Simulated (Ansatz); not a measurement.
# Sb3Pb: the cost of one run

Computed with Ansatz 0.2.0 (DFT PBE, scalar-relativistic, plane waves, PAW, unless a step's input says otherwise).

2 further runs of the same task are left out: 2 that didn't finish.

### 1 The system as given

The structure is hexagonal, space group P6_3/mmc (No. 194). The conventional cell has a = 6.771 Å, b = 6.771 Å, c = 5.842 Å, α = 90.00°, β = 90.00°, γ = 120.00°. Around Sb (site symmetry mm2) lie 8 Sb at 3.28 to 3.49 Å and 4 Pb at 3.39 to 3.55 Å. Pb (site symmetry -6m2) has 12 Sb at 3.39 to 3.55 Å as nearest neighbours.

Coordinates:

```cif
data_structure
_symmetry_space_group_name_H-M 'P 1'
_symmetry_Int_Tables_number 1
_cell_length_a 6.7711
_cell_length_b 6.7711
_cell_length_c 5.8423
_cell_angle_alpha 90.000
_cell_angle_beta 90.000
_cell_angle_gamma 120.000
_cell_volume 231.97
loop_
_atom_site_label
_atom_site_type_symbol
_atom_site_fract_x
_atom_site_fract_y
_atom_site_fract_z
_atom_site_occupancy
Sb1 Sb 0.32270 0.16135 0.75000 1
Sb2 Sb 0.83865 0.16135 0.75000 1
Sb3 Sb 0.83865 0.67730 0.75000 1
Sb4 Sb 0.67730 0.83865 0.25000 1
Sb5 Sb 0.16135 0.83865 0.25000 1
Sb6 Sb 0.16135 0.32270 0.25000 1
Pb1 Pb 0.66667 0.33333 0.25000 1
Pb2 Pb 0.33333 0.66667 0.75000 1
```

This is candidate A: structure listed in a database for this formula (P6_3/mmc, No. 194).

(A quick probe on a coarse mesh, which set the mesh and smearing, is not shown.)

### 3 Full relaxation (candidate A)

File input.yaml:

```yaml
crystal:
  lattice:
    - [6.7711335426, 0.0, 0.0]
    - [-3.3855667713, 5.8639736603, 0.0]
    - [0.0, 0.0, 5.84229]
  atoms:
    - { symbol: Sb, position: [0.322696, 0.161348, 0.75] }
    - { symbol: Sb, position: [0.838652, 0.161348, 0.75] }
    - { symbol: Sb, position: [0.838652, 0.677304, 0.75] }
    - { symbol: Sb, position: [0.677304, 0.838652, 0.25] }
    - { symbol: Sb, position: [0.161348, 0.838652, 0.25] }
    - { symbol: Sb, position: [0.161348, 0.322696, 0.25] }
    - { symbol: Pb, position: [0.66666667, 0.33333333, 0.25] }
    - { symbol: Pb, position: [0.33333333, 0.66666667, 0.75] }
basis:
  ecutwfc: 420
kpoints:
  mp_grid: { grid: [6, 6, 6] }
hamiltonian:
  xc: pbe
scf:
  occupations: { method: gaussian, width: 0.1 }
output:
  forces: true
  stress: true
  eigenvalues: true
relax:
  adjacent_minimum: "off"
  f_tol: 0.01
  max_steps: 80
  cell: { stress_tol: 0.05 }
```

Run with:

```bash
$ ansatz run input.yaml --threads 1 --pin off --max-ram 2560MiB --backend cpu --events-out ev --progress --plain --runs-dir out
```

What time and memory should one allow on 1 thread of Arm Neoverse V1, shared host?

About 2.2 min, with a peak of 0.65 GiB.
